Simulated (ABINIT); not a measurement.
# GaB (P4/mmm) in ABINIT: reference runs

Reference runs on GaB: the cell as given and a disturbed copy.

Program: ABINIT 10.8.3 (patched build). These are calculated values, not measurements. Logs are shortened: lines on timing, memory, paths and dates and some standing lists are left out, and cuts for length are marked. The log counts tension as positive stress, the text compression.

## Step 1: The crystal as given

It takes space group P4/mmm (No. 123, tetragonal). Conventional cell: a = 2.718 Å, b = 2.718 Å, c = 3.236 Å, α = 90.00°, β = 90.00°, γ = 90.00°. Ga (site symmetry 4/mmm) is surrounded by 8 B at 2.51 Å and 4 Ga at 2.72 Å. Around B (site symmetry 4/mmm) lie 8 Ga at 2.51 Å and 4 B at 2.72 Å.

The cell was built by a generator and needn't be a form met in nature.

## Step 2: Single point, PBE

File run.abi:

```
# Pseudopotentials
pp_dirpath "./"
pseudos "Ga.GGA_PBE-JTH.xml, B.GGA_PBE-JTH.xml"

# Structure
structure "poscar:POSCAR"
natom 2

# Plane-wave basis
ecut 17.0
pawecutdg 34.0
pawxcdev 0

# k points
kptopt 1
ngkpt 10 10 8
nshiftk 1
shiftk 0.0 0.0 0.0

# Exchange and correlation
ixc 11

# Bands and occupations
nband 12
occopt 3
tsmear 0.00183747

# SCF cycle
nstep 100
tolvrs 1.0e-9

# Output
iomode 3
prtwf 0
prteig 0
prtebands 0
enunit 1
prtden 1
prtvha 1
prtvclmb 1
prtpot 1
```

File POSCAR:

```
GaB
1.0
    2.7182400000      0.0000000000      0.0000000000
    0.0000000000      2.7182400000      0.0000000000
    0.0000000000      0.0000000000      3.2362100000
Ga B
1 1
Direct
    0.5000000000      0.5000000000      0.5000000000  Ga
    0.0000000000      0.0000000000      0.0000000000  B
```

Potentials or basis: JTH PAW PBE v2.0.

Started as:

```sh
> abinit run.abi > log 2>&1
```

run.abo:

```text
.Version 10.8.3 of ABINIT
 Symmetries : space group P4/m m m (#123); Bravais tP (primitive tetrag.)
================================================================================
 Values of the parameters that define the memory need of the present run
     intxc =       0    ionmov =       0      iscf =      17    lmnmax =      18
     lnmax =       6     mgfft =      24  mpssoang =       3    mqgrid =    3001
     natom =       2  nloc_mem =       2    nspden =       1   nspinor =       1
    nsppol =       1      nsym =      16    n1xccc =       1    ntypat =       2
    occopt =       3   xclevel =       2
       mpw =         556          nfft =        9600          nkpt =         105
 PAW method is used; the additional fine FFT grid is defined by:
   mgfftf=        36    nfftf =     32400
================================================================================
================================================================================

--------------------------------------------------------------------------------
------------- Echo of variables that govern the present computation ------------
--------------------------------------------------------------------------------
 -outvars: echo values of preprocessed input variables --------
            acell      1.0000000000E+00  1.0000000000E+00  1.0000000000E+00 Bohr
              amu      6.97230000E+01  1.08110000E+01
             ecut      1.70000000E+01 Hartree
           enunit           1
                       outvar_i_n : Printing only first  50 k-points.
              ixc          11
                       outvar_i_n : Printing only first  50 k-points.
         kptrlatt       10    0    0      0   10    0      0    0    8
          kptrlen      4.89244047E+01
            natom           2
            nband          12
            ngfft          20      20      24
          ngfftdg          30      30      36
             nkpt         105
            nstep         100
             nsym          16
           ntypat           2
                       prtocc : prtvol=0, do not print more k-points.
           occopt           3
        pawecutdg      3.40000000E+01 Hartree
         pawxcdev           0
        prtebands           0
           prteig           0
           prtpot           1
         prtvclmb           1
           prtvha           1
            prtwf           0
            rprim      5.1367291445E+00  0.0000000000E+00  0.0000000000E+00
                       0.0000000000E+00  5.1367291445E+00  0.0000000000E+00
                       0.0000000000E+00  0.0000000000E+00  6.1155505859E+00
          spgroup         123
           tolvrs      1.00000000E-09
           tsmear      1.83747000E-03 Hartree
            typat      1  2
           useylm           1
                       outvars : Printing only first  50 k-points.
           xangst      1.3591200000E+00  1.3591200000E+00  1.6181050000E+00
                       0.0000000000E+00  0.0000000000E+00  0.0000000000E+00
            xcart      2.5683645722E+00  2.5683645722E+00  3.0577752930E+00
                       0.0000000000E+00  0.0000000000E+00  0.0000000000E+00
             xred      5.0000000000E-01  5.0000000000E-01  5.0000000000E-01
                       0.0000000000E+00  0.0000000000E+00  0.0000000000E+00
            znucl       31.00000    5.00000

================================================================================

 chkinp: Checking input parameters for consistency.

================================================================================
== DATASET  1 ==================================================================

--- !DatasetInfo
iteration_state: {dtset: 1, }
dimensions: {natom: 2, nkpt: 105, mband: 12, nsppol: 1, nspinor: 1, nspden: 1, mpw: 556, }
cutoff_energies: {ecut:  17.0, pawecutdg:  34.0, }
electrons: {nelect:   1.60000000E+01, charge:   0.00000000E+00, occopt:   3.00000000E+00, tsmear:   1.83747000E-03, }
meta: {optdriver: 0, ionmov: 0, optcell: 0, iscf: 17, paral_kgb: 0, }
...

 Exchange-correlation functional for the present dataset will be:
  GGA: Perdew-Burke-Ernzerhof functional - ixc=11
  J.P.Perdew, K.Burke, M.Ernzerhof, PRL 77, 3865 (1996)

 Real(R)+Recip(G) space primitive vectors, cartesian coordinates (Bohr,Bohr^-1):
 R(1)=  5.1367291  0.0000000  0.0000000  G(1)=  0.1946764  0.0000000  0.0000000
 R(2)=  0.0000000  5.1367291  0.0000000  G(2)=  0.0000000  0.1946764  0.0000000
 R(3)=  0.0000000  0.0000000  6.1155506  G(3)=  0.0000000  0.0000000  0.1635176
 Unit cell volume ucvol=  1.6136483E+02 bohr^3
 Angles (23,13,12)=  9.00000000E+01  9.00000000E+01  9.00000000E+01 degrees

 Coarse grid specifications (used for wave-functions):

 getcut: wavevector=  0.0000  0.0000  0.0000  ngfft=  20  20  24
         ecut(hartree)=     17.000   => boxcut(ratio)=   2.09775

 Fine grid specifications (used for densities):

 getcut: wavevector=  0.0000  0.0000  0.0000  ngfft=  30  30  36
[... 43 lines left out ...]
 ETOT  7  -81.848444082844     3.189E-09 4.484E-05 4.941E-08
 ETOT  8  -81.848444083331    -4.868E-10 1.274E-04 1.010E-09
 ETOT  9  -81.848444083389    -5.747E-11 1.381E-05 6.295E-10

 At SCF step    9       nres2   =  6.29E-10 < tolvrs=  1.00E-09 =>converged.

 Cartesian components of stress tensor (hartree/bohr^3)
  sigma(1 1)= -1.10507974E-06  sigma(3 2)=  0.00000000E+00
  sigma(2 2)= -1.10507974E-06  sigma(3 1)=  0.00000000E+00
  sigma(3 3)=  2.71639024E-05  sigma(2 1)=  0.00000000E+00

--- !ResultsGS
iteration_state: {dtset: 1, }
comment   : Summary of ground state results
lattice_vectors:
- [  5.1367291,   0.0000000,   0.0000000, ]
- [  0.0000000,   5.1367291,   0.0000000, ]
- [  0.0000000,   0.0000000,   6.1155506, ]
lattice_lengths: [   5.13673,    5.13673,    6.11555, ]
lattice_angles: [ 90.000,  90.000,  90.000, ] # degrees, (23, 13, 12)
lattice_volume:   1.6136483E+02
convergence: {deltae: -5.747E-11, res2:  6.295E-10, residm:  1.381E-05, diffor: null, }
etotal    :  -8.18484441E+01
entropy   :   0.00000000E+00
fermie    :   2.63991202E-01
cartesian_stress_tensor: # hartree/bohr^3
- [ -1.10507974E-06,   0.00000000E+00,   0.00000000E+00, ]
- [  0.00000000E+00,  -1.10507974E-06,   0.00000000E+00, ]
- [  0.00000000E+00,   0.00000000E+00,   2.71639024E-05, ]
pressure_GPa:  -2.4472E-01
xred      :
- [  5.0000E-01,   5.0000E-01,   5.0000E-01, Ga]
- [  0.0000E+00,   0.0000E+00,   0.0000E+00,  B]
cartesian_forces: # hartree/bohr
- [ -0.00000000E+00,  -0.00000000E+00,  -0.00000000E+00, ]
- [ -0.00000000E+00,  -0.00000000E+00,  -0.00000000E+00, ]
force_length_stats: {min:   0.00000000E+00, max:   0.00000000E+00, mean:   0.00000000E+00, }
...

 Integrated electronic density in atomic spheres:
 ------------------------------------------------
 Atom  Sphere_radius  Integrated_density
    1        2.10359         11.03208538
    2        1.70617          1.46196548

================================================================================

 ----iterations are completed or convergence reached----

 Mean square residual over all n,k,spin=   40.894E-09; max=  13.805E-06
 reduced coordinates (array xred) for    2 atoms
       0.500000000000      0.500000000000      0.500000000000
       0.000000000000      0.000000000000      0.000000000000
 rms dE/dt=  0.0000E+00; max dE/dt=  0.0000E+00; dE/dt below (all hartree)
    1       0.000000000000      0.000000000000      0.000000000000
    2       0.000000000000      0.000000000000      0.000000000000

 cartesian coordinates (angstrom) at end:
    1      1.35912000000000     1.35912000000000     1.61810500000000
    2      0.00000000000000     0.00000000000000     0.00000000000000

 cartesian forces (hartree/bohr) at end:
    1     -0.00000000000000    -0.00000000000000    -0.00000000000000
    2     -0.00000000000000    -0.00000000000000    -0.00000000000000
 frms,max,avg= 0.0000000E+00 0.0000000E+00   0.000E+00  0.000E+00  0.000E+00 h/b

 cartesian forces (eV/Angstrom) at end:
    1     -0.00000000000000    -0.00000000000000    -0.00000000000000
    2     -0.00000000000000    -0.00000000000000    -0.00000000000000
 frms,max,avg= 0.0000000E+00 0.0000000E+00   0.000E+00  0.000E+00  0.000E+00 e/A
 length scales=  1.000000000000  1.000000000000  1.000000000000 bohr
              =  0.529177210544  0.529177210544  0.529177210544 angstroms
 Fermi (or HOMO) energy (eV) =   7.18357   Average Vxc (eV)= -11.03601
 Eigenvalues (   eV  ) for nkpt= 105  k points:
 kpt#   1, nband= 12, wtk=  0.00125, kpt=  0.0000  0.0000  0.0000 (reduced coord)
  -8.08767   -7.93135   -7.61666   -7.61666   -7.57159   -6.12718    5.53137    9.09994
   9.89349    9.89349   16.34586   16.74178
 prteigrs : prtvol=0 or 1, do not print more k-points.

--- !EnergyTerms
iteration_state     : {dtset: 1, }
comment             : Components of total free energy in Hartree
kinetic             :  6.40484851574318E+00
hartree             :  2.22282321415934E+01
xc                  : -2.69867688668915E+00
Ewald energy        : -5.18492181596588E+01
psp_core            :  2.75779583788887E+00
local_psp           : -5.89074136471070E+01
PAW spherical_terms :  2.16192440917566E-01
internal            : -8.18482397573120E+01
'-kT*entropy'       : -1.96180287032750E-04
total_energy        : -8.18484359375990E+01
total_energy_eV     : -2.22720940392744E+03
...

--- !EnergyTermsDC
iteration_state     : {dtset: 1, }
comment             : '"Double-counting" decomposition of free energy'
band_energy         : -2.39858269419124E+00
Ewald energy        : -5.18492181596588E+01
psp_core            :  2.75779583788887E+00
xc_dc               : -2.15281523706857E+01
PAW spherical_terms : -8.83009051645477E+00
internal            : -8.18482479031016E+01
'-kT*entropy'       : -1.96180287032750E-04
total_energy_dc     : -8.18484440833887E+01
total_energy_dc_eV  : -2.22720962558567E+03
...

--- !EnergyTermsWithPAWCore
iteration_state     : {dtset: 1, }
comment             : 'Components of total free energy, including PAW core contributions'
Total energy        : -1.96880252100673E+03
Total energy DC     : -1.96880252915252E+03
Total energy (eV)   : -5.35738458411752E+04
Total energy DC (eV): -5.35738460628334E+04
...

 Cartesian components of stress tensor (hartree/bohr^3)
  sigma(1 1)= -1.10507974E-06  sigma(3 2)=  0.00000000E+00
  sigma(2 2)= -1.10507974E-06  sigma(3 1)=  0.00000000E+00
  sigma(3 3)=  2.71639024E-05  sigma(2 1)=  0.00000000E+00

-Cartesian components of stress tensor (GPa)         [Pressure= -2.4472E-01 GPa]
- sigma(1 1)= -3.25125685E-02  sigma(3 2)=  0.00000000E+00
- sigma(2 2)= -3.25125685E-02  sigma(3 1)=  0.00000000E+00
- sigma(3 3)=  7.99189600E-01  sigma(2 1)=  0.00000000E+00

== END DATASET(S) ==============================================================
================================================================================

 -outvars: echo values of variables after computation  --------
            acell      1.0000000000E+00  1.0000000000E+00  1.0000000000E+00 Bohr
           etotal     -8.1848444083E+01
            fcart     -0.0000000000E+00 -0.0000000000E+00 -0.0000000000E+00
                      -0.0000000000E+00 -0.0000000000E+00 -0.0000000000E+00
            rprim      5.1367291445E+00  0.0000000000E+00  0.0000000000E+00
                       0.0000000000E+00  5.1367291445E+00  0.0000000000E+00
                       0.0000000000E+00  0.0000000000E+00  6.1155505859E+00
           strten     -1.1050797414E-06 -1.1050797414E-06  2.7163902397E-05
                       0.0000000000E+00  0.0000000000E+00  0.0000000000E+00
           xangst      1.3591200000E+00  1.3591200000E+00  1.6181050000E+00
                       0.0000000000E+00  0.0000000000E+00  0.0000000000E+00
             xred      5.0000000000E-01  5.0000000000E-01  5.0000000000E-01
                       0.0000000000E+00  0.0000000000E+00  0.0000000000E+00
 Calculation completed.
```

Wall time 15 s (1 thread of Arm Neoverse V1, shared host); peak memory 0.11 GiB.

Results:

```yaml
Free_energy: -2227.2096 eV
Pressure: -0.2 GPa
Band_gap_on_the_k_mesh: none (metal or under the smearing width)
Valence_electrons_inside_the_program's_atomic_spheres: Ga 11.03; B 1.46
```

Stress tensor (GPa, compression positive):
```
 0.03  0.00  0.00
 0.00  0.03  0.00
 0.00  0.00 -0.80
```

## Step 3: Single point, PBE (atoms moved at random, drawn with an rms of 0.05 Å)

run.abi, as its differences from that of step 2:

```diff
@@ -5,4 +5,17 @@
 # Structure
-structure "poscar:POSCAR"
+acell 5.136729141 5.136729141 6.1155505818
+rprim
+     1.0000000000     0.0000000000     0.0000000000
+     0.0000000000     1.0000000000     0.0000000000
+     0.0000000000     0.0000000000     1.0000000000
+ntypat 2
+znucl 31 5
 natom 2
+typat 1 2
+xred
+     0.5128990000     0.5043680000     0.4871810000
+    -0.0037240000    -0.0097550000    -0.0062070000
+chkprim 0
+chksymtnons 0
+tolsym 1.0e-6
 
@@ -25,3 +38,3 @@
 occopt 3
-tsmear 0.00183747
+tsmear 0.05 eV
 
@@ -36,3 +49,3 @@
 prtebands 0
-enunit 1
+enunit 2
 prtden 1
```

Potentials or basis: JTH PAW PBE v2.0.

Started as:

```sh
> abinit run.abi > log 2>&1
```

Run time: 51 s. Hardware: 1 thread of Arm Neoverse V1, shared host; peak memory 0.18 GiB.

It converged, with:

| Quantity | Value |
| --- | --- |
| Free energy | -2227.2101 eV |
| Pressure | -0.2 GPa |
| Largest force | 0.053 eV/Å |
| Band gap on the k mesh | none (metal or under the smearing width) |
| Valence electrons inside the program's atomic spheres | Ga 11.03; B 1.47 |

Forces in eV/Å, atoms in the order of the input:
```
Ga   0.023  0.019  0.044
B   -0.023 -0.019 -0.044
```

Stress tensor (GPa, compression positive):
```
 0.08  0.15 -0.08
 0.15  0.10 -0.07
-0.08 -0.07 -0.69
```

Levels at points of the mesh, in eV from the Fermi level:
```csv
k point,band 5,band 6,band 7,band 8,band 9,band 10,band 11,band 12
"(0.00, 0.00, 0.00)",-14.75,-13.31,-1.65,1.92,2.71,2.72,9.14,9.54
"(0.50, 0.00, 0.00)",-14.78,-8.62,-8.19,1.90,5.07,5.46,5.56,5.70
"(0.00, 0.50, 0.00)",-14.78,-8.61,-8.20,1.91,5.07,5.46,5.56,5.70
"(0.50, 0.50, 0.00)",-14.60,-4.48,-4.45,-3.49,-1.91,3.29,7.70,7.71
"(0.00, 0.00, 0.50)",-14.75,-9.95,-9.77,4.34,4.35,7.94,9.65,9.71
"(0.50, 0.00, 0.50)",-14.70,-5.46,-5.33,-4.98,-4.18,5.48,10.28,11.98
"(0.00, 0.50, 0.50)",-14.70,-5.46,-5.33,-4.99,-4.18,5.48,10.28,11.98
"(0.50, 0.50, 0.50)",-14.60,-1.99,-1.32,-1.30,-0.50,0.16,0.29,1.34
```

## Step 4: Equation of state, PBE

File run.abi:

```
ndtset 7
getwfk -1
scalecart1 3*0.9795861087
scalecart2 3*0.9864848297
scalecart3 3*0.9932883884
scalecart4 3*1.0000000000
scalecart5 3*1.0066227096
scalecart6 3*1.0131594038
scalecart7 3*1.0196128224

pp_dirpath "./"
pseudos "Ga.GGA_PBE-JTH.xml, B.GGA_PBE-JTH.xml"

acell 3*1.0 Angstrom
rprim
     2.7182400000     0.0000000000     0.0000000000
     0.0000000000     2.7182400000     0.0000000000
     0.0000000000     0.0000000000     3.2362100000
ntypat 2
znucl 31 5
natom 2
typat 1 2
xred
     0.5000000000     0.5000000000     0.5000000000
     0.0000000000     0.0000000000     0.0000000000

ecut 462.593566 eV
pawecutdg 34.0
pawxcdev 0

kptopt 1
ngkpt 10 10 8
nshiftk 1
shiftk 0.0 0.0 0.0

ixc 11

nband 12
occopt 3
tsmear 0.00183747

nstep 100
tolvrs 1.0e-9

iomode 3
prtwf 1
prtden 0
prteig 0
prtebands 0
enunit 1
```

Started as:

```sh
> abinit run.abi > log 2>&1
```

Run time: 96 s. Hardware: 1 thread of Arm Neoverse V1, shared host; peak memory 0.14 GiB.

The run converged. Its results:

| Property | Result |
| --- | --- |
| Equilibrium volume | 11.96 Å³/atom |
| Bulk modulus at fixed shape and positions | 101 GPa |
| Pressure derivative of the bulk modulus | 4.8 |

Energy against volume, from the lowest point:
```
volume (Å³/atom)  energy (meV/atom)
          11.239              15.40
          11.478               6.59
          11.717               1.59
          11.956               0.00
          12.195               1.43
          12.434               5.56
          12.673              12.07
```

Caveat: pressures at fixed basis lie under the slope of the energies; the cell was scaled at fixed shape and fractional positions, which overstates the stiffness of a crystal with free parameters, most of all of layers and chains.

## Step 5: Summary

```csv
task,cell,gap on the mesh (eV),pressure (GPa)
single point,as given,none,-0.2
single point,"atoms moved at random, drawn with an rms of 0.05 Å",none,-0.2
equation of state,as given,-,-
```

Alike in all rows: level PBE; potentials or basis JTH PAW PBE v2.0; no spin polarisation; k mesh 10 × 10 × 8; cutoff (eV) 463; smearing fermi-dirac 0.05 eV.

Caveats: pressures at fixed basis lie under the slope of the energies (some runs); the cell was scaled at fixed shape and fractional positions, which overstates the stiffness of a crystal with free parameters, most of all of layers and chains (some runs).

Absolute energies hang on the potentials; compare differences alone.
